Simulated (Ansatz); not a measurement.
## CH5BrClNSi, SMILES C[Si](N)(Cl)Br: a geometry optimisation

Computed with the Ansatz DFT code, driven from Python.

Input file `ch5brclnsi.xyz`:
```text
10

C    -1.37160    0.25900    0.10060
Si    0.40960    0.26550    0.15000
N     1.03450   -0.97800   -0.81230
Cl    1.12500   -0.03520    2.06140
Br    1.26020    2.14780   -0.62380
H    -1.78590    0.47330   -0.93300
H    -1.80100    1.11280    0.71030
H    -1.81380   -0.61720    0.44500
H     2.07730   -0.82010   -0.81430
H     0.94860   -1.85910   -0.28100
```

`opt_ch5brclnsi.py`:
```python
'''Relax the CH5BrClNSi molecule.'''

import warnings

import ansatz as az
import numpy as np
import pandas as pd

warnings.simplefilter('ignore', az.DeckWarning)

mol = az.Crystal.molecule_from_extxyz('ch5brclnsi.xyz')

setup = mol.calculation().basis(gaussian='def2-SVP').functional('HF')
symbols = [site.symbol for site in mol.cartesian_sites]
start = np.array([site.position_ang for site in mol.cartesian_sites], dtype=float)
def progress(event):
    if event['event'] == 'relax_step':
        row = event['data']
        print(f'step {row["step"]:3d}  E = {row["lagrangian_ev"]:.6f} eV  max force {row["allowed_force_max_ev_ang"]:.4f} eV/A')


report = setup.relax(force_tolerance=0.02, max_steps=100).session().plan().execute(on_event=progress).report
end = np.array(report['positions_ang'])

print(f'E = {report["free_energy_ev"]:.6f} eV = {report["free_energy_ev"] / 27.211386246:.7f} Ha')
print('converged:', report['converged'], ' doubts:', report['published_state_doubts'] or 'none')

print('bond        before    after (A)')
for i, j in [(0, 1), (0, 5), (0, 6), (0, 7), (1, 2), (1, 3), (1, 4), (2, 8), (2, 9)]:
    d0, d1 = (np.linalg.norm(xyz[i] - xyz[j]) for xyz in (start, end))
    print(f'{symbols[i]}{i}-{symbols[j]}{j}'.ljust(10), f'{d0:8.4f} {d1:8.4f}')

charges = report['charge_distribution']
table = pd.DataFrame({'atom': symbols, 'mulliken': charges['mulliken_charges_e'], 'lowdin': charges['lowdin_charges_e']})
print(table.round(3).to_string())
print('dipole (e A):', np.round(charges['dipole_moment_e_ang'], 4) + 0.0)
with open('ch5brclnsi_opt.xyz', 'w') as handle:
    handle.write(f'{len(symbols)}\nrelaxed CH5BrClNSi\n')
    handle.writelines(f'{s:2s} {x:11.6f} {y:11.6f} {z:11.6f}\n' for s, (x, y, z) in zip(symbols, end))
```

Running `python opt_ch5brclnsi.py` prints:
```text
step   1  E = -92942.973367 eV  max force 3.7152 eV/A
step   2  E = -92943.358738 eV  max force 1.1052 eV/A
step   3  E = -92943.451830 eV  max force 0.6006 eV/A
step   4  E = -92943.447617 eV  max force 1.1426 eV/A
step   5  E = -92943.492107 eV  max force 0.5250 eV/A
step   6  E = -92943.498944 eV  max force 0.1274 eV/A
step   7  E = -92943.499656 eV  max force 0.1426 eV/A
step   8  E = -92943.496761 eV  max force 0.6061 eV/A
step   9  E = -92943.501225 eV  max force 0.0446 eV/A
step  10  E = -92943.501505 eV  max force 0.0167 eV/A
E = -92943.501505 eV = -3415.6106809 Ha
converged: True  doubts: none
bond        before    after (A)
C0-Si1       1.7819   1.8586
C0-H5        1.1340   1.0912
C0-H6        1.1336   1.0905
C0-H7        1.0401   1.0929
Si1-N2       1.6920   1.7007
Si1-Cl3      2.0629   2.0837
Si1-Br4      2.2058   2.2337
N2-H8        1.0547   1.0016
N2-H9        1.0325   1.0021
  atom  mulliken  lowdin
0    C    -0.371  -0.112
1   Si     1.081   0.027
2    N    -0.509   0.008
3   Cl    -0.367   0.009
4   Br    -0.376   0.003
5    H     0.077   0.017
6    H     0.081   0.017
7    H     0.067   0.016
8    H     0.161   0.006
9    H     0.155   0.009
dipole (e A): [-0.2013 -0.5161 -0.2413]
```

It writes `ch5brclnsi_opt.xyz`:
```text
10
relaxed CH5BrClNSi
C    -1.394551    0.278867    0.119681
Si    0.461552    0.288962    0.215850
N     1.148104   -0.976210   -0.689799
Cl    0.991189    0.217742    2.229887
Br    1.295791    2.194761   -0.597375
H    -1.719079    0.390048   -0.916194
H    -1.817758    1.091708    0.710712
H    -1.788199   -0.663370    0.509020
H     2.111925   -0.962923   -0.961943
H     0.793926   -1.910785   -0.616938
```

What to keep in mind:
- Total energies depend on the basis set; only differences at equal settings carry meaning.
- The end point is the stationary point reached from this start; no frequency run checks that it is a minimum, and the basis set is modest.
- The Löwdin charges here are taken after orthogonalising the functions within each atom; they differ from plain Löwdin charges, and their signs can be unphysical.
- Finished in 63 s on 1 thread of Arm Neoverse V1, with other jobs on the host, peak memory 0.42 GiB.

(Lines on the test bed's own set-up are left out of the output.)
